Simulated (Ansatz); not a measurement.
# Ta: the cost of one run

All numbers are computed with Ansatz 0.2.0, driven from Python. Level of theory: DFT PBEsol, plane waves, PAW.

## (1) The structure

It takes space group P4/mbm (No. 127, tetragonal). The conventional cell has a = 22.709 Å, b = 22.709 Å, c = 2.377 Å, α = 90.00°, β = 90.00°, γ = 90.00°. Around Ta (site symmetry m2m) lie 2 Ta at 2.38 Å.

The script reads ta.vasp:

```text
Ta
1.0
  22.70911076    0.00000000    0.00000000
   0.00000000   22.70911076    0.00000000
   0.00000000    0.00000000    2.37728010
Ta
4
Direct
   0.31862853    0.81862853    0.00000000
   0.68137147    0.18137147    0.00000000
   0.18137147    0.31862853    0.00000000
   0.81862853    0.68137147    0.00000000
```

## (2) The script

The input, ta.py:

```python
"""Cell relaxation of Ta."""

from pathlib import Path
import warnings

import ansatz as az
from ase.data import atomic_numbers
from ase.io import read
import matplotlib.pyplot as plt
import numpy as np
from pymatgen.core import Structure
from scipy.ndimage import map_coordinates
import spglib

def edges_and_angles(cell):
    cell = np.asarray(cell)
    a, b, c = np.linalg.norm(cell, axis=1)
    cosines = cell[1] @ cell[2] / (b * c), cell[0] @ cell[2] / (a * c), cell[0] @ cell[1] / (a * b)
    return (a, b, c, *np.degrees(np.arccos(cosines)))

warnings.simplefilter("ignore", az.DeckWarning)

atoms = read("ta.vasp", format="vasp")
cell = az.Crystal.from_ase(atoms)

# every cell quantity that the symmetry leaves free
calc = (
    cell.calculation()
    .kpoints(1, 1, 9)  # the mesh must be finer for metals
    .functional(az.Functional.PBESOL)
    .occupations("Fermi-Dirac", width=0.15)  # fractional filling near the Fermi level
    .relax(force_tolerance=0.005, cell=True)  # relax until the tolerances are met
    .density()  # keep the density on its grid
)
steps = []


def follow(event):
    if event["event"] != "relax_step":
        return
    row = event["data"]
    steps.append(row)
    print(f"step {row['step']:3d}  E = {row['lagrangian_ev']:.5f} eV  largest force component = {row['allowed_force_max_ev_ang']:.4f} eV/A  P = {row['pressure_gpa']:.3f} GPa")


done = calc.session().plan(threads=1).execute(on_event=follow)
data = done.report

first, last = steps[0], steps[-1]
symbols = [site.symbol for site in done.lattice.sites]
print(f"energy gained {first['lagrangian_ev'] - last['lagrangian_ev']:.4f} eV in {len(steps) - 1} steps")
for label, vectors in (("before", first["cell_ang"]), ("after", done.lattice.cell_ang)):
    print(label, "a b c (A) {:.4f} {:.4f} {:.4f}  angles {:.2f} {:.2f} {:.2f}".format(*edges_and_angles(vectors)), f" V = {abs(np.linalg.det(vectors)):.3f} A^3")
print("final stress xx yy zz (GPa, compression positive):", np.round(np.diag(data["stress_gpa"]), 3) + 0.0)

fig, (top, bottom) = plt.subplots(2, 1, sharex=True, figsize=(4.5, 4))
top.plot([s["lagrangian_ev"] - last["lagrangian_ev"] for s in steps], "o-")
top.set_ylabel("E - E(final) (eV)")
bottom.semilogy([max(s["allowed_force_max_ev_ang"], 1e-6) for s in steps], "s-")
bottom.set(xlabel="step", ylabel="largest force (eV/A)")
fig.tight_layout()
fig.savefig("relax.png", dpi=100)

fractions = [site.position_frac for site in done.lattice.sites]
numbers = [atomic_numbers[s] for s in symbols]
for tolerance in (1e-3, 1e-2, 1e-1):
    print(f"space group at {tolerance} A:", spglib.get_spacegroup((done.lattice.cell_ang, fractions, numbers), symprec=tolerance))

n_atoms = len(data["lattice"]["sites"])
print("F =", round(data["free_energy_ev"], 4), "eV for", n_atoms, "atoms")
print("E(sigma -> 0) =", round(data["energy_sigma0_ev"], 4), "eV, TS =", round(data["entropy_ts_ev"], 5), "eV")
print("closed by", data["closed_by"], "after", data["n_iterations"], "iterations")

lines = ["| quantity | value |", "|---|---|"]
lines.append(f"| free energy per atom | {data['free_energy_ev'] / len(done.lattice.sites):.4f} eV |")
lines.append(f"| Fermi level | {data['fermi_energy_ev']:.3f} eV |")
lines.append(f"| volume per atom | {data['setup']['cell_volume_ang3'] / len(done.lattice.sites):.3f} A^3 |")
lines.append(f"| valence electrons | {data['n_electrons']:g} |")
Path("summary.md").write_text("\n".join(lines) + "\n")

final = Structure(done.lattice.cell_ang, [s.symbol for s in done.lattice.sites], [s.position_frac for s in done.lattice.sites])
# smooth valence density along the shortest bond of atom 0
rho = done.density()
total = sum(channel.density_e_per_ang3 for channel in rho.channels[:2])
grid_cell = np.asarray(rho.fft_grid_basis) @ done.lattice.cell_ang
partner = min(final.get_neighbors(final[0], 5.0), key=lambda n: n.nn_distance)
line = np.linspace(final[0].coords, partner.coords, 11)
points = (line @ np.linalg.inv(grid_cell)) * rho.dims
values = map_coordinates(total, points.T, order=3, mode="grid-wrap")
print(f"from {final[0].specie} to {partner.specie}, {partner.nn_distance:.3f} A")
for t, value in zip(np.linspace(0, partner.nn_distance, 11), values):
    print(f"{t:7.3f} A  {value:9.4f} e/A^3")
```

## (3) The input behind the calls

The engine receives this input:

```yaml
crystal:
  lattice:
    - [22.70911076, 0.0, 0.0]
    - [0.0, 22.70911076, 0.0]
    - [0.0, 0.0, 2.3772801]
  atoms:
    - { symbol: Ta, position: [0.31862853, 0.81862853, 0.0] }
    - { symbol: Ta, position: [0.68137147, 0.18137147, 0.0] }
    - { symbol: Ta, position: [0.18137147, 0.31862853, 0.0] }
    - { symbol: Ta, position: [0.81862853, 0.68137147, 0.0] }
kpoints:
  mp_grid:
    grid: [1, 1, 9]
hamiltonian:
  xc: pbesol
scf:
  occupations:
    method: fermi_dirac
    width: 0.15
relax:
  f_tol: 0.005
  cell: {}
output:
  write_density: true
```

## (4) The run

Started as:

```
> python ta.py
```

What time and memory should one allow on 1 thread of Arm Neoverse V1, shared host?

About 65 s, with a peak of 1.2 GiB.
